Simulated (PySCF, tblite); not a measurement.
**C3H12OPSi+: a rotation path, then NMR shifts on frames**

Aim: move C3H12OPSi+ (`CC(C)O[SiH2][PH3+]`) away from its starting geometry and see how NMR shifts follow the geometry.

Programs: tblite 0.8.0 and PySCF 2.14.0, with density-fitted response routines of our own. Each step states its level of theory. These are calculated values for one molecule in the gas phase, unless marked as measured. Atoms count from 0, in the outputs and in this text.

## 1. Starting geometry

18 atoms, charge 1, multiplicity 1; geometry from: GFN2-xTB.

Bonds of the start (Å): C0–C1 1.52, C1–C2 1.52, C1–O3 1.43, O3–Si4 1.58, Si4–P5 2.36, C0–H6 1.09, C0–H7 1.09, C0–H8 1.09, C1–H9 1.10, C2–H10 1.09, C2–H11 1.09, C2–H12 1.09, Si4–H13 1.46, Si4–H14 1.46, P5–H15 1.38, P5–H16 1.38, P5–H17 1.38.

## 2. A band between two rotamers with GFN2-xTB

What the job is given:

```
{"job": {"kind": "neb", "xc": "GFN2-xTB", "basis": "xTB", "atoms": [2, 1, 3, 4], "turn": 120}, "charge": 1, "multiplicity": 1}
C     -1.866923     0.625623     0.998371
C     -1.325705    -0.030292    -0.257991
C     -1.541225    -1.535174    -0.266725
O      0.086606     0.193978    -0.367989
Si     1.165183     1.322893    -0.119256
P      2.976539    -0.130996    -0.515173
H     -1.691632     1.699134     0.976824
H     -2.936236     0.452399     1.070029
H     -1.387893     0.203793     1.878823
H     -1.782254     0.421565    -1.145598
H     -2.604257    -1.752698    -0.255217
H     -1.107608    -1.975759    -1.160401
H     -1.081442    -1.986323     0.608802
H      1.294022     2.329907    -1.165412
H      1.382982     1.762411     1.254204
H      3.279451    -1.069404     0.447081
H      4.220447     0.426533    -0.701640
H      2.911185    -0.951271    -1.619562
```

With the program's defaults for keys left out, this is: GFN2-xTB climbing-image nudged elastic band, gas phase.

Started as:

```bash
$ OMP_NUM_THREADS=1 python probes_run.py task.json out
```

One launch serves the whole session: the jobs run in the order shown.

The program printed:

```text
image   E - E0 / eV
  0       0.0000
  1      -0.0018
  2      -0.0040
  3      -0.0081
  4      -0.0162
  5      -0.0265
  6      -0.0350
  7      -0.0393
  8      -0.0442
```

Run time: 3.1 s. Hardware: 1 thread of Arm Neoverse V1, shared host; peak memory 0.18 GiB.

The final band, with the dihedral C2–C1–O3–Si4:

| image | dihedral (°) | energy (eV) | energy (kcal/mol) |
| --- | --- | --- | --- |
| 0 | -162 | 0.000 | 0.0 |
| 1 | -146 | -0.002 | 0.0 |
| 2 | -133 | -0.004 | -0.1 |
| 3 | -120 | -0.008 | -0.2 |
| 4 | -107 | -0.016 | -0.4 |
| 5 | -94 | -0.027 | -0.6 |
| 6 | -81 | -0.035 | -0.8 |
| 7 | -67 | -0.039 | -0.9 |
| 8 | -55 | -0.044 | -1.0 |

## 3. Nuclear shieldings: image 0, PBE0/pcSseg-1

What the job is given:

```
{"job": {"kind": "nmr", "xc": "PBE0", "basis": "pcSseg-1", "pop": false}, "charge": 1, "multiplicity": 1}
C     -1.866900     0.625600     0.998400
C     -1.325700    -0.030300    -0.258000
C     -1.541200    -1.535200    -0.266700
O      0.086600     0.194000    -0.368000
Si     1.165200     1.322900    -0.119300
P      2.976500    -0.131000    -0.515200
H     -1.691600     1.699100     0.976800
H     -2.936200     0.452400     1.070000
H     -1.387900     0.203800     1.878800
H     -1.782300     0.421600    -1.145600
H     -2.604300    -1.752700    -0.255200
H     -1.107600    -1.975800    -1.160400
H     -1.081400    -1.986300     0.608800
H      1.294000     2.329900    -1.165400
H      1.383000     1.762400     1.254200
H      3.279500    -1.069400     0.447100
H      4.220400     0.426500    -0.701600
H      2.911200    -0.951300    -1.619600
```

Level: GIAO PBE0/pcSseg-1 NMR shielding, non-relativistic, gas phase.

The program printed:

```text
coarse grid: 15032 points
cycle   1  E = -826.6928739727  dE =  7.217e-01  |g| = 7.137e-01  |ddm| = 3.548e+00
cycle   2  E = -826.5366306747  dE =  1.562e-01  |g| = 1.158e+00  |ddm| = 1.579e+00
cycle   3  E = -826.7904667570  dE = -2.538e-01  |g| = 1.470e-01  |ddm| = 1.162e+00
cycle   4  E = -826.7948275942  dE = -4.361e-03  |g| = 3.675e-02  |ddm| = 1.543e-01
cycle   5  E = -826.7951351674  dE = -3.076e-04  |g| = 6.278e-03  |ddm| = 2.937e-02
cycle   6  E = -826.7951440315  dE = -8.864e-06  |g| = 1.384e-03  |ddm| = 7.661e-03
final grid: 133152 points
cycle   7  E = -826.8423108000  dE = -2.576e-05  |g| = 1.138e-02  |ddm| = 2.463e-02
cycle   8  E = -826.8422876029  dE =  2.320e-05  |g| = 1.616e-02  |ddm| = 1.748e-02
cycle   9  E = -826.8423359224  dE = -4.832e-05  |g| = 1.807e-03  |ddm| = 1.111e-02
cycle  10  E = -826.8423366289  dE = -7.065e-07  |g| = 1.815e-04  |ddm| = 1.730e-03
cycle  11  E = -826.8423366357  dE = -6.836e-09  |g| = 5.925e-05  |ddm| = 2.288e-04
cycle  12  E = -826.8423366365  dE = -7.876e-10  |g| = 1.540e-05  |ddm| = 6.585e-05
converged SCF energy = -826.8423366365

GIAO shielding tensors (ppm)
atom      isotropic    diamagn.    paramagn.     s11        s22        s33       span
  0 C      159.180     251.008     -91.828    142.611    150.062    184.867     42.256
  1 C      107.590     241.702    -134.112     70.753     92.906    159.113     88.360
  2 C      160.376     248.587     -88.211    142.307    152.726    186.094     43.787
  3 O      265.346     404.864    -139.518    211.047    259.968    325.024    113.977
  4 Si     374.080     881.184    -507.104    334.495    337.030    450.714    116.219
  5 P      511.627     969.016    -457.389    492.332    511.294    531.255     38.922
  6 H       30.340      30.773      -0.433     26.516     28.600     35.905      9.389
  7 H       29.870      28.681       1.189     25.511     27.382     36.716     11.205
  8 H       30.176      31.579      -1.403     27.776     28.418     34.333      6.556
  9 H       26.958      30.451      -3.494     23.849     26.046     30.978      7.129
 10 H       30.206      28.704       1.501     25.872     27.551     37.194     11.321
 11 H       29.968      30.672      -0.703     25.966     28.089     35.850      9.884
 12 H       30.372      31.325      -0.953     27.635     28.884     34.597      6.962
 13 H       25.596      28.462      -2.866     21.885     23.650     31.253      9.368
 14 H       25.497      29.195      -3.698     22.034     24.072     30.385      8.351
 15 H       27.127      29.078      -1.951     22.972     24.050     34.360     11.388
 16 H       27.509      26.218       1.291     23.225     23.278     36.025     12.800
 17 H       27.165      29.113      -1.948     22.864     24.302     34.329     11.465
```

Run time: 21 s. Hardware: 1 thread of Arm Neoverse V1, shared host; peak memory 0.81 GiB.

The references, computed at this level on geometries of the same kind, shield at (ppm): 1H TMS 31.72, 13C TMS 186.9, 29Si TMS 349.2, 17O H2O 336.1, 31P H3PO4 318.4. Their shielding less the atom's gives the shift. The references are single molecules in the gas phase, so shifts against H2O, NH3, PH3, H3PO4 or CFCl3 are not on the usual liquid scales and can be off by tens of ppm. Each atom is listed at this fixed geometry, with no averaging over motion; a spectrum would average atoms that exchange fast.

| atoms | environment | σ (ppm) | δ (ppm) |
| --- | --- | --- | --- |
| C1 | sp3 CH bonded to O | 107.6 | 79.3 |
| C0 | methyl carbon | 159.2 | 27.7 |
| C2 | methyl carbon | 160.4 | 26.5 |
| H14 | hydrogen on a silicon bonded to O, P | 25.50 | 6.22 |
| H13 | hydrogen on a silicon bonded to O, P | 25.60 | 6.12 |
| H9 | hydrogen on an sp3 CH bonded to O | 26.96 | 4.76 |
| H15 | hydrogen on a phosphorus bonded to Si | 27.13 | 4.59 |
| H17 | hydrogen on a phosphorus bonded to Si | 27.16 | 4.55 |
| H16 | hydrogen on a phosphorus bonded to Si | 27.51 | 4.21 |
| H7 | hydrogen on a methyl carbon | 29.87 | 1.85 |
| H11 | hydrogen on a methyl carbon | 29.97 | 1.75 |
| H8 | hydrogen on a methyl carbon | 30.18 | 1.54 |
| H10 | hydrogen on a methyl carbon | 30.21 | 1.51 |
| H6 | hydrogen on a methyl carbon | 30.34 | 1.38 |
| H12 | hydrogen on a methyl carbon | 30.37 | 1.35 |
| O3 | oxygen bonded to C, Si | 265.3 | 70.7 |
| Si4 | silicon bonded to O, P, 2 H | 374.1 | -24.9 |
| P5 | phosphorus bonded to Si, 3 H | 511.6 | -193.3 |

## 4. Nuclear shieldings: image 1, PBE0/pcSseg-1

What the job is given:

```
{"job": {"kind": "nmr", "xc": "PBE0", "basis": "pcSseg-1", "pop": false}, "charge": 1, "multiplicity": 1}
C     -1.896900     0.698400     0.900200
C     -1.328700    -0.053400    -0.288000
C     -1.511900    -1.557900    -0.168000
O      0.077800     0.193700    -0.412800
Si     1.165600     1.268300    -0.008400
P      2.973600    -0.126100    -0.579600
H     -1.732800     1.768300     0.789600
H     -2.965000     0.518000     0.971900
H     -1.426200     0.359300     1.820100
H     -1.782900     0.308600    -1.217000
H     -2.570200    -1.797500    -0.153400
H     -1.054500    -2.064600    -1.013900
H     -1.057700    -1.920300     0.750800
H      1.317600     2.399100    -0.917800
H      1.380000     1.525000     1.413000
H      3.265400    -1.199100     0.233400
H      4.217900     0.454600    -0.664000
H      2.920100    -0.767900    -1.796800
```

Level: GIAO PBE0/pcSseg-1 NMR shielding, non-relativistic, gas phase.

The program printed:

```text
coarse grid: 15032 points
cycle   1  E = -826.6929937498  dE =  7.244e-01  |g| = 7.130e-01  |ddm| = 3.549e+00
cycle   2  E = -826.5375689865  dE =  1.554e-01  |g| = 1.156e+00  |ddm| = 1.578e+00
cycle   3  E = -826.7903735754  dE = -2.528e-01  |g| = 1.467e-01  |ddm| = 1.159e+00
cycle   4  E = -826.7947143114  dE = -4.341e-03  |g| = 3.663e-02  |ddm| = 1.534e-01
cycle   5  E = -826.7950203096  dE = -3.060e-04  |g| = 6.247e-03  |ddm| = 2.920e-02
cycle   6  E = -826.7950290331  dE = -8.724e-06  |g| = 1.370e-03  |ddm| = 7.572e-03
final grid: 133152 points
cycle   7  E = -826.8423961661  dE = -2.763e-05  |g| = 1.126e-02  |ddm| = 2.404e-02
cycle   8  E = -826.8423737180  dE =  2.245e-05  |g| = 1.594e-02  |ddm| = 1.735e-02
cycle   9  E = -826.8424208964  dE = -4.718e-05  |g| = 1.800e-03  |ddm| = 1.093e-02
cycle  10  E = -826.8424215929  dE = -6.965e-07  |g| = 1.836e-04  |ddm| = 1.722e-03
cycle  11  E = -826.8424215999  dE = -6.942e-09  |g| = 6.087e-05  |ddm| = 2.308e-04
cycle  12  E = -826.8424216007  dE = -8.397e-10  |g| = 1.576e-05  |ddm| = 6.799e-05
converged SCF energy = -826.8424216007

GIAO shielding tensors (ppm)
atom      isotropic    diamagn.    paramagn.     s11        s22        s33       span
  0 C      159.234     251.676     -92.442    140.603    151.328    185.771     45.168
  1 C      107.910     241.875    -133.964     71.821     92.315    159.595     87.774
  2 C      160.219     248.669     -88.450    142.343    152.411    185.902     43.558
  3 O      266.390     404.562    -138.172    211.532    257.749    329.889    118.357
  4 Si     375.738     881.162    -505.424    336.780    338.060    452.375    115.596
  5 P      511.528     968.985    -457.458    493.254    510.478    530.851     37.596
  6 H       30.356      30.787      -0.431     26.608     28.540     35.920      9.311
  7 H       29.840      28.673       1.167     25.466     27.309     36.745     11.279
  8 H       30.167      31.770      -1.603     27.813     28.492     34.196      6.383
  9 H       26.912      30.351      -3.439     23.762     25.957     31.018      7.256
 10 H       30.199      28.752       1.447     25.881     27.504     37.211     11.330
 11 H       29.955      30.719      -0.764     25.989     28.080     35.796      9.807
 12 H       30.409      31.370      -0.961     27.678     28.976     34.573      6.895
 13 H       25.588      28.466      -2.878     21.768     23.740     31.256      9.487
 14 H       25.473      29.274      -3.801     21.997     24.110     30.311      8.314
 15 H       27.136      29.054      -1.918     22.971     24.071     34.367     11.396
 16 H       27.518      26.241       1.277     23.249     23.294     36.011     12.761
 17 H       27.153      28.957      -1.804     22.875     24.223     34.360     11.485
```

It took 20 s on 1 thread of Arm Neoverse V1, shared host; peak memory 0.83 GiB.

This run: δ C1 79.0, C0 27.7, C2 26.7, O3 69.7, H14 6.24, H13 6.13 ppm.

## 5. Nuclear shieldings: image 4, PBE0/pcSseg-1

What the job is given:

```
{"job": {"kind": "nmr", "xc": "PBE0", "basis": "pcSseg-1", "pop": false}, "charge": 1, "multiplicity": 1}
C     -1.995400     0.883300     0.546400
C     -1.301100    -0.134400    -0.337600
C     -1.470800    -1.559100     0.164100
O      0.101800     0.144000    -0.425100
Si     1.201700     0.982100     0.346000
P      2.982500    -0.037900    -0.797400
H     -1.840700     1.889600     0.165100
H     -3.062400     0.684300     0.571000
H     -1.608400     0.825400     1.561600
H     -1.668300    -0.053800    -1.366700
H     -2.522400    -1.827700     0.152800
H     -0.931200    -2.253500    -0.475100
H     -1.096700    -1.648800     1.181000
H      1.322100     2.385400    -0.035100
H      1.469700     0.658300     1.745000
H      3.297600    -1.344600    -0.496500
H      4.222000     0.544800    -0.672100
H      2.891100    -0.130900    -2.168200
```

Method: GIAO PBE0/pcSseg-1 NMR shielding, non-relativistic, gas phase.

The program printed:

```text
coarse grid: 15032 points
cycle   1  E = -826.6937506603  dE =  7.276e-01  |g| = 7.115e-01  |ddm| = 3.550e+00
cycle   2  E = -826.5422061270  dE =  1.515e-01  |g| = 1.147e+00  |ddm| = 1.566e+00
cycle   3  E = -826.7906530785  dE = -2.484e-01  |g| = 1.466e-01  |ddm| = 1.148e+00
cycle   4  E = -826.7949871248  dE = -4.334e-03  |g| = 3.623e-02  |ddm| = 1.517e-01
cycle   5  E = -826.7952873726  dE = -3.002e-04  |g| = 6.187e-03  |ddm| = 2.878e-02
cycle   6  E = -826.7952957824  dE = -8.410e-06  |g| = 1.332e-03  |ddm| = 7.368e-03
final grid: 133152 points
cycle   7  E = -826.8425496084  dE = -2.795e-05  |g| = 1.107e-02  |ddm| = 2.501e-02
cycle   8  E = -826.8425279657  dE =  2.164e-05  |g| = 1.565e-02  |ddm| = 1.707e-02
cycle   9  E = -826.8425739029  dE = -4.594e-05  |g| = 1.781e-03  |ddm| = 1.064e-02
cycle  10  E = -826.8425745803  dE = -6.773e-07  |g| = 1.818e-04  |ddm| = 1.686e-03
cycle  11  E = -826.8425745869  dE = -6.633e-09  |g| = 5.952e-05  |ddm| = 2.273e-04
cycle  12  E = -826.8425745877  dE = -7.797e-10  |g| = 1.675e-05  |ddm| = 6.669e-05
converged SCF energy = -826.8425745877

GIAO shielding tensors (ppm)
atom      isotropic    diamagn.    paramagn.     s11        s22        s33       span
  0 C      160.987     251.755     -90.767    139.748    153.955    189.259     49.511
  1 C      108.397     242.159    -133.762     72.095     92.469    160.626     88.532
  2 C      160.111     249.070     -88.959    140.758    153.827    185.747     44.990
  3 O      268.074     403.365    -135.291    209.255    260.111    334.857    125.601
  4 Si     375.576     881.206    -505.630    335.812    339.883    451.034    115.222
  5 P      511.112     968.824    -457.712    492.844    509.835    530.658     37.815
  6 H       29.929      30.696      -0.767     26.198     27.959     35.630      9.432
  7 H       29.904      28.537       1.367     25.449     27.204     37.059     11.610
  8 H       30.520      31.722      -1.202     28.001     29.209     34.351      6.350
  9 H       26.900      30.531      -3.631     23.730     25.964     31.006      7.276
 10 H       30.168      28.874       1.294     25.824     27.462     37.219     11.394
 11 H       29.976      30.880      -0.904     26.075     28.081     35.772      9.697
 12 H       30.382      31.333      -0.951     27.647     29.110     34.388      6.741
 13 H       25.620      28.798      -3.178     21.715     24.040     31.103      9.388
 14 H       25.496      29.361      -3.865     21.938     24.105     30.445      8.507
 15 H       27.128      28.756      -1.628     22.934     24.056     34.394     11.461
 16 H       27.537      26.220       1.316     23.274     23.335     36.000     12.726
 17 H       27.141      28.678      -1.537     22.884     24.086     34.453     11.569
```

Wall time 21 s (1 thread of Arm Neoverse V1, shared host); peak memory 0.79 GiB.

Key values: δ C1 78.5, C2 26.8, C0 25.9, O3 68.0, H14 6.22, H13 6.10 ppm.

## 6. Nuclear shieldings: image 8, PBE0/pcSseg-1

What the job is given:

```
{"job": {"kind": "nmr", "xc": "PBE0", "basis": "pcSseg-1", "pop": false}, "charge": 1, "multiplicity": 1}
C     -1.968500     0.994500    -0.048100
C     -1.263600    -0.324400    -0.310200
C     -1.597900    -1.375900     0.731500
O      0.151900    -0.109600    -0.357000
Si     1.311000     0.278800     0.649500
P      2.969300     0.311400    -1.020500
H     -1.663100     1.741100    -0.776700
H     -3.042700     0.856600    -0.125200
H     -1.733300     1.356200     0.950700
H     -1.514200    -0.692400    -1.311300
H     -2.656200    -1.613800     0.685800
H     -1.031700    -2.286000     0.551500
H     -1.366700    -1.004200     1.727600
H      1.333500     1.647700     1.155400
H      1.766400    -0.764500     1.561200
H      3.310500    -0.865500    -1.650200
H      4.215900     0.744300    -0.631100
H      2.770800     1.112100    -2.123800
```

With the program's defaults for keys left out, this is: GIAO PBE0/pcSseg-1 NMR shielding, non-relativistic, gas phase.

The program printed:

```text
coarse grid: 15032 points
cycle   1  E = -826.6939938533  dE =  7.260e-01  |g| = 7.107e-01  |ddm| = 3.548e+00
cycle   2  E = -826.5430485804  dE =  1.509e-01  |g| = 1.145e+00  |ddm| = 1.565e+00
cycle   3  E = -826.7909367147  dE = -2.479e-01  |g| = 1.471e-01  |ddm| = 1.148e+00
cycle   4  E = -826.7953064406  dE = -4.370e-03  |g| = 3.637e-02  |ddm| = 1.523e-01
cycle   5  E = -826.7956096110  dE = -3.032e-04  |g| = 6.119e-03  |ddm| = 2.888e-02
cycle   6  E = -826.7956178153  dE = -8.204e-06  |g| = 1.333e-03  |ddm| = 7.330e-03
final grid: 133152 points
cycle   7  E = -826.8428270557  dE = -3.022e-05  |g| = 1.140e-02  |ddm| = 2.717e-02
cycle   8  E = -826.8428040654  dE =  2.299e-05  |g| = 1.610e-02  |ddm| = 1.748e-02
cycle   9  E = -826.8428527187  dE = -4.865e-05  |g| = 1.828e-03  |ddm| = 1.094e-02
cycle  10  E = -826.8428534321  dE = -7.134e-07  |g| = 1.911e-04  |ddm| = 1.750e-03
cycle  11  E = -826.8428534396  dE = -7.445e-09  |g| = 5.932e-05  |ddm| = 2.352e-04
cycle  12  E = -826.8428534403  dE = -7.760e-10  |g| = 1.738e-05  |ddm| = 6.736e-05
converged SCF energy = -826.8428534403

GIAO shielding tensors (ppm)
atom      isotropic    diamagn.    paramagn.     s11        s22        s33       span
  0 C      159.776     250.089     -90.313    143.842    149.806    185.680     41.838
  1 C      107.769     241.858    -134.088     71.152     92.870    159.285     88.133
  2 C      159.094     250.677     -91.583    144.541    147.640    185.100     40.559
  3 O      262.115     402.763    -140.647    193.513    275.295    317.538    124.025
  4 Si     372.292     881.277    -508.985    326.501    338.457    451.919    125.418
  5 P      512.625     968.634    -456.010    495.499    511.492    530.883     35.384
  6 H       29.907      30.750      -0.843     26.037     27.832     35.852      9.815
  7 H       29.945      28.684       1.261     25.675     27.312     36.847     11.172
  8 H       30.525      31.346      -0.821     27.905     29.240     34.429      6.524
  9 H       26.961      30.782      -3.821     23.768     26.126     30.987      7.219
 10 H       29.862      28.618       1.244     25.616     27.210     36.762     11.145
 11 H       29.840      30.714      -0.874     26.031     27.732     35.757      9.726
 12 H       30.676      31.401      -0.725     28.181     29.289     34.558      6.377
 13 H       25.512      29.316      -3.805     21.704     24.254     30.577      8.874
 14 H       25.534      29.186      -3.651     21.773     24.214     30.616      8.843
 15 H       27.105      28.169      -1.064     22.892     23.818     34.605     11.713
 16 H       27.570      26.225       1.345     23.318     23.426     35.967     12.649
 17 H       27.137      28.653      -1.516     22.851     24.075     34.484     11.632
```

Wall time 20 s (1 thread of Arm Neoverse V1, shared host); peak memory 0.83 GiB.

Key values: δ C1 79.2, C2 27.8, C0 27.1, O3 74.0, H13 6.21, H14 6.18 ppm.

## 7. Comparing the runs: NMR shifts

Shifts (ppm) of some atoms, chosen among heavy atoms and hydrogens apart, with basis size and wall time:

| frame | C0 | C2 | H8 | H6 | O3 | Si4 | P5 | functions | time |
| --- | --- | --- | --- | --- | --- | --- | --- | --- | --- |
| image 0 | 27.7 | 26.5 | 1.54 | 1.38 | 70.7 | -24.9 | -193.3 | 176 | 21 s |
| image 1 | 27.7 | 26.7 | 1.55 | 1.36 | 69.7 | -26.6 | -193.2 | 176 | 20 s |
| image 4 | 25.9 | 26.8 | 1.20 | 1.79 | 68.0 | -26.4 | -192.7 | 176 | 21 s |
| image 8 | 27.1 | 27.8 | 1.19 | 1.81 | 74.0 | -23.1 | -194.2 | 176 | 20 s |

## 8. Summary of results

| quantity | value |
| --- | --- |
| lowest and highest image | -0.044 and 0.000 eV |
| 13C shifts against TMS (PBE0/pcSseg-1, image 0) | 79.3, 27.7, 26.5 ppm |
| 1H shifts against TMS (PBE0/pcSseg-1, image 0) | 6.22, 6.12, 4.76, 4.59, 4.55, 4.21, 1.85, 1.75, 1.54, 1.51, 1.38, 1.35 ppm |
| 17O shifts against H2O (PBE0/pcSseg-1, image 0) | 70.7 ppm |
| 29Si shifts against TMS (PBE0/pcSseg-1, image 0) | -24.9 ppm |
| 31P shifts against H3PO4 (PBE0/pcSseg-1, image 0) | -193.3 ppm |
| range of the shift of O3 | 68.0 to 74.0 ppm |

**Reading.** The band dips 1.0 kcal/mol below its start, so the start is not the lowest point of the turn; from the lowest image the climb to the highest is 1.0 kcal/mol (GFN2-xTB, rough). Shifts at one fixed geometry are not the observed spectrum, which averages over the motion. In ppm, O3 moves most: its shift spreads over 6.0 ppm, from 68.0 (image 4) to 74.0 (image 8).
